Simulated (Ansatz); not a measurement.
# BeRu3 (I4/mmm) in Ansatz: convergence with k mesh

Aim: find how far k mesh must go before the results for BeRu3 settle, at PBE. This setting moves, with any that are tied to it; all else stays.

All numbers are computed with Ansatz 0.2.0; they aren't measurements. Logs are shortened: lines on timing, memory, paths and dates and some standing lists are left out, and cuts for length are marked.

### 1 The structure

Symmetry: I4/mmm, No. 139, tetragonal system. The conventional cell has a = 3.612 Å, b = 3.612 Å, c = 7.907 Å, α = 90.00°, β = 90.00°, γ = 90.00°. Ru (site symmetry 4/mmm) is surrounded by 4 Be at 2.55 Å and 8 Ru at 2.68 Å. Around Ru (site symmetry -4m2) lie 8 Ru at 2.55 to 2.68 Å and 4 Be at 2.68 Å. Be (site symmetry 4/mmm) is surrounded by 12 Ru at 2.55 to 2.68 Å.

The cell comes from a database or a generator and needn't be the stable form of this composition.

### 2 With k mesh 3 × 3 × 3

input.yaml

```yaml
crystal:
  lattice:
    - [-1.805761, 1.805761, 3.953395]
    - [1.805761, -1.805761, 3.953395]
    - [1.805761, 1.805761, -3.953395]
  atoms:
    - { symbol: Ru, position: [0.5, 0.5, 0.0] }
    - { symbol: Ru, position: [0.25, 0.75, 0.5] }
    - { symbol: Ru, position: [0.75, 0.25, 0.5] }
    - { symbol: Be, position: [0.0, 0.0, 0.0] }
hamiltonian:
  xc: pbe
  pseudopotentials: { kind: paw, source: jth }
kpoints:
  mp_grid: { grid: [3, 3, 3] }
scf:
  occupations: { method: gaussian, width: 0.05 }
output:
  forces: true
  stress: true
  eigenvalues: true
```

Potentials or basis: JTH PAW.

Launch:

```
$ ansatz run input.yaml --threads 2 --pin off --max-ram 5632MiB --backend cpu --events-out ev --progress --plain --runs-dir out
```

Run time: 3.2 s. Hardware: 2 threads of Arm Neoverse V2, shared host; peak memory 0.77 GiB.

Results:

* Free energy: -18020.7672 eV
* Pressure: -1.3 GPa
* Band gap on the k mesh: none (metal or under the smearing width)

### 3 With k mesh 4 × 4 × 4

Changes to input.yaml since step 2:

```diff
@@ -14,3 +14,3 @@
 kpoints:
-  mp_grid: { grid: [3, 3, 3] }
+  mp_grid: { grid: [4, 4, 4] }
 scf:
```

Potentials or basis: JTH PAW.

Launch:

```
$ ansatz run input.yaml --threads 2 --pin off --max-ram 5632MiB --backend cpu --events-out ev --progress --plain --runs-dir out
```

Wall time 5 s (2 threads of Arm Neoverse V2, shared host); peak memory 0.84 GiB.

What came out:

```yaml
Free_energy: -18020.8965 eV
Pressure: -2.3 GPa
Band_gap_on_the_k_mesh: none (metal or under the smearing width)
```

### 4 With k mesh 5 × 5 × 5

Changes to input.yaml since step 3:

```diff
@@ -14,3 +14,3 @@
 kpoints:
-  mp_grid: { grid: [4, 4, 4] }
+  mp_grid: { grid: [5, 5, 5] }
 scf:
```

Launch:

```
$ ansatz run input.yaml --threads 2 --pin off --max-ram 5632MiB --backend cpu --events-out ev --progress --plain --runs-dir out
```

It took 6.4 s on 2 threads of Arm Neoverse V2, shared host; peak memory 0.86 GiB.

Results:

- Free energy: -18020.9409 eV
- Pressure: -2.2 GPa
- Band gap on the k mesh: none (metal or under the smearing width)

### 5 With k mesh 6 × 6 × 6

Changes to input.yaml since step 4:

```diff
@@ -14,3 +14,3 @@
 kpoints:
-  mp_grid: { grid: [5, 5, 5] }
+  mp_grid: { grid: [6, 6, 6] }
 scf:
```

Launch:

```
$ ansatz run input.yaml --threads 2 --pin off --max-ram 5632MiB --backend cpu --events-out ev --progress --plain --runs-dir out
```

It took 9.6 s on 2 threads of Arm Neoverse V2, shared host; peak memory 0.95 GiB.

What came out:

```yaml
Free_energy: -18020.9423 eV
Pressure: -2.4 GPa
Band_gap_on_the_k_mesh: none (metal or under the smearing width)
```

### 6 With k mesh 8 × 8 × 8

Changes to input.yaml since step 5:

```diff
@@ -14,3 +14,3 @@
 kpoints:
-  mp_grid: { grid: [6, 6, 6] }
+  mp_grid: { grid: [8, 8, 8] }
 scf:
```

Potentials or basis: JTH PAW.

Launch:

```
$ ansatz run input.yaml --threads 2 --pin off --max-ram 5632MiB --backend cpu --events-out ev --progress --plain --runs-dir out
```

Wall time 18 s (2 threads of Arm Neoverse V2, shared host); peak memory 1.1 GiB.

It converged, with:

- Free energy: -18020.9379 eV
- Pressure: -2.3 GPa
- Band gap on the k mesh: none (metal or under the smearing width)

### 7 With k mesh 9 × 9 × 9

Changes to input.yaml since step 6:

```diff
@@ -14,3 +14,3 @@
 kpoints:
-  mp_grid: { grid: [8, 8, 8] }
+  mp_grid: { grid: [9, 9, 9] }
 scf:
```

Launch:

```
$ ansatz run input.yaml --threads 2 --pin off --max-ram 5632MiB --backend cpu --events-out ev --progress --plain --runs-dir out
```

It took 24 s on 2 threads of Arm Neoverse V2, shared host; peak memory 1.3 GiB.

The run converged. Its results:

```
Free energy            : -18020.9467 eV
Pressure               : -2.4 GPa
Band gap on the k mesh : none (metal or under the smearing width)
```

### 8 With k mesh 12 × 12 × 12

Changes to input.yaml since step 7:

```diff
@@ -14,3 +14,3 @@
 kpoints:
-  mp_grid: { grid: [9, 9, 9] }
+  mp_grid: { grid: [12, 12, 12] }
 scf:
```

Launch:

```
$ ansatz run input.yaml --threads 2 --pin off --max-ram 5632MiB --backend cpu --events-out ev --progress --plain --runs-dir out
```

Wall time 51 s (2 threads of Arm Neoverse V2, shared host); peak memory 1.9 GiB.

It converged, with:

- Free energy: -18020.9483 eV
- Pressure: -2.4 GPa
- Band gap on the k mesh: none (metal or under the smearing width)

### 9 With k mesh 14 × 14 × 14

Changes to input.yaml since step 8:

```diff
@@ -14,3 +14,3 @@
 kpoints:
-  mp_grid: { grid: [12, 12, 12] }
+  mp_grid: { grid: [14, 14, 14] }
 scf:
```

Potentials or basis: JTH PAW.

Launch:

```
$ ansatz run input.yaml --threads 2 --pin off --max-ram 5632MiB --backend cpu --events-out ev --progress --plain --runs-dir out
```

Run time: 70 s. Hardware: 2 threads of Arm Neoverse V2, shared host; peak memory 2.4 GiB.

The run converged. Its results:

```yaml
Free_energy: -18020.9481 eV
Pressure: -2.4 GPa
Band_gap_on_the_k_mesh: none (metal or under the smearing width)
```

### 10 With k mesh 17 × 17 × 17

Changes to input.yaml since step 9:

```diff
@@ -14,3 +14,3 @@
 kpoints:
-  mp_grid: { grid: [14, 14, 14] }
+  mp_grid: { grid: [17, 17, 17] }
 scf:
```

Potentials or basis: JTH PAW.

Launch:

```
$ ansatz run input.yaml --threads 2 --pin off --max-ram 5632MiB --backend cpu --events-out ev --progress --plain --runs-dir out
```

Output:

```text
Warning: the checks of this Ru dataset prove no rule for summing its radial tables, as where they were carried onto another mesh than they were made on, and Gregory's rule is taken, under which a leading mesh point left out moves its sums only by what lay on the interval it spanned. That does not make them correct, and they differ from Quantum ESPRESSO's on this file; a re-export a fraction of a mesh step off can move them. hamiltonian.pseudopotentials.radial_quadrature: simpson_from_first_knot sums it by `pw.x`'s rule; on a PAW file no value gives `pw.x`'s numbers. What more to know: hamiltonian.pseudopotentials.radial_quadrature, in the input reference
Warning: the checks of this Be dataset prove no rule for summing its radial tables, as where they were carried onto another mesh than they were made on, and Gregory's rule is taken, under which a leading mesh point left out moves its sums only by what lay on the interval it spanned. That does not make them correct, and they differ from Quantum ESPRESSO's on this file; a re-export a fraction of a mesh step off can move them. hamiltonian.pseudopotentials.radial_quadrature: simpson_from_first_knot sums it by `pw.x`'s rule; on a PAW file no value gives `pw.x`'s numbers. What more to know: hamiltonian.pseudopotentials.radial_quadrature, in the input reference
Warning: RAYON_NUM_THREADS=2 ignored (pool sized by the plan → 2); use --threads N
Engine: ansatz 0.2.0, aarch64-unknown-linux-gnu
Pseudopotentials: kind: paw
Pseudopotential: Ru, paw, valence charge 16, recommended cutoff 1800 eV (normal), Ru.paw.azcp
Pseudopotential: Be, paw, valence charge 4, recommended cutoff 1080 eV (normal), Be.paw.azcp
Functional definition: PBE
  parameter kappa = 0.804
  parameter beta = 0.06672455060314922
  exchange = pbe_x(kappa = kappa, mu = beta*pi^2/3)
  correlation = pbe_c(beta = beta)
Crystal: 4 atoms, lattice volume = 51.564 Å³
Basis set: ecut = 1800 eV, 8931 PW (Γ), exchange–correlation on 160×160×160 points (8 copies of the dense FFT grid, shifted against one another)
Bands: 32, of which v1, the nominal top of the filled ones, is band 26 counted from 1 (25 counted from 0)
Symmetry: 16 space group operations
[... 28 lines left out ...]
--- Per-component energies (eV) ---
  E_band       = -444.267853
  E_kinetic    = 996.658929
  E_local      = -4168.335133  (includes V_loc(G=0)·N_el)
  E_nonlocal   = 1056.526513
  E_hartree    = 1416.601763
  E_xc         = -340.226307
  E_vxc        = -443.631450  (∫ρ·V_xc dr)
  E_paw        = -10514.445748  (= ΣΔE_a)
  E_vpaw       = -718.683306  (= ΣTr[D̂ρ^β])
  E_aug_tail   = 0.000150  (compensation charges beyond the density's cutoff)
  E_ewald      = -6467.724590
  E_smearing   = -0.003937  (= −TS)
  E_closure    = 0.000000  (closes the sum)
  Σ components = -18020.948362   (vs F -18020.948362, Δ=0.00e0)
--- Forces (eV/Å), atoms counted from 1 ---
  atom   1  Ru     0.00000000     0.00000000     0.00000000
  atom   2  Ru     0.00000000     0.00000000     0.00000000
  atom   3  Ru     0.00000000     0.00000000     0.00000000
  atom   4  Be    -0.00000000     0.00000000    -0.00000000
  max |Σ_I F_I| component: 2.08e-17 eV/Å
--- Stress (GPa, compression-positive) ---
       -2.613468       0.000000       0.000000
        0.000000      -2.613468       0.000000
        0.000000       0.000000      -1.907757
  P = ⅓ Tr σ = -2.3782 GPa (-23.782 kbar)
--- Band table (eV; the first three rows and the last of 405) ---
  k-point 0: bands = ["-80.0371", "-52.8749", "-52.6392", "-52.5502", "-23.1742", "-23.1742", "-23.1574", "-22.6253", "-22.5952", "-22.5952", "-22.3578", "-22.3280", "-22.3280", "11.8159", "14.3282", "14.3969", "14.8827", "16.2683", "16.2683", "17.2717", "17.4746", "17.4746", "19.2276", "19.3688", "19.8197", "20.7816", "20.7816", "20.9501", "21.4680", "23.2227", "25.7391", "25.7391"]
  k-point 1: bands = ["-80.0371", "-52.8708", "-52.6427", "-52.5507", "-23.2046", "-23.1465", "-23.1248", "-22.6651", "-22.6027", "-22.5595", "-22.3607", "-22.3527", "-22.3251", "11.9123", "14.4156", "14.4659", "14.9495", "16.1636", "16.3395", "17.2986", "17.4244", "17.4639", "19.2182", "19.4051", "19.7929", "19.8979", "20.7602", "21.3583", "21.8974", "22.9910", "25.6856", "25.7287"]
  k-point 2: bands = ["-80.0371", "-52.8591", "-52.6529", "-52.5520", "-23.2419", "-23.0802", "-23.0667", "-22.7191", "-22.6326", "-22.5163", "-22.4144", "-22.3698", "-22.3172", "12.1926", "14.6317", "14.6742", "15.1558", "15.9107", "16.5486", "17.2750", "17.3805", "17.4343", "19.0103", "19.1841", "19.5111", "19.7186", "20.6047", "21.0602", "22.5006", "22.9847", "25.4708", "25.7385"]
  k-point 404: bands = ["-80.0371", "-52.8491", "-52.6412", "-52.5750", "-23.2224", "-23.2223", "-22.8268", "-22.7144", "-22.6197", "-22.4663", "-22.4638", "-22.4057", "-22.4007", "13.3230", "13.9470", "14.7278", "15.1320", "15.2253", "15.2751", "15.6881", "17.7776", "18.5668", "19.3761", "19.7969", "20.1025", "21.1853", "21.3656", "21.5389", "21.9087", "22.2540", "22.2899", "23.3287"]
```

Wall time 1.8 min (2 threads of Arm Neoverse V2, shared host); peak memory 3.6 GiB.

What came out:

```
Free energy            : -18020.9484 eV
Pressure               : -2.4 GPa
Band gap on the k mesh : none (metal or under the smearing width)
```

### 11 The series at a glance

```csv
k mesh,"energy less the tightest run, at zero smearing (meV/atom)",pressure (GPa),SCF cycles,CPU time (s),peak memory (GiB)
3 × 3 × 3,46.52,-1.33,9,6.1,0.77
4 × 4 × 4,13.69,-2.33,8,9.8,0.84
5 × 5 × 5,1.87,-2.18,8,13,0.86
6 × 6 × 6,1.59,-2.38,8,19,0.95
8 × 8 × 8,2.88,-2.30,8,36,1.1
9 × 9 × 9,0.59,-2.36,8,48,1.3
12 × 12 × 12,0.12,-2.37,8,100,1.9
14 × 14 × 14,0.14,-2.37,8,140,2.4
17 × 17 × 17,0.00,-2.38,8,220,3.6
```

Against the tightest run, the energy stays within 1 meV/atom from 9 × 9 × 9 on; the pressure stays within 0.1 GPa from 6 × 6 × 6 on. Meshes of other sizes hit other points, so gaps and Fermi surfaces needn't settle smoothly. The tightest run that finished is the yardstick and may itself not be fully converged.
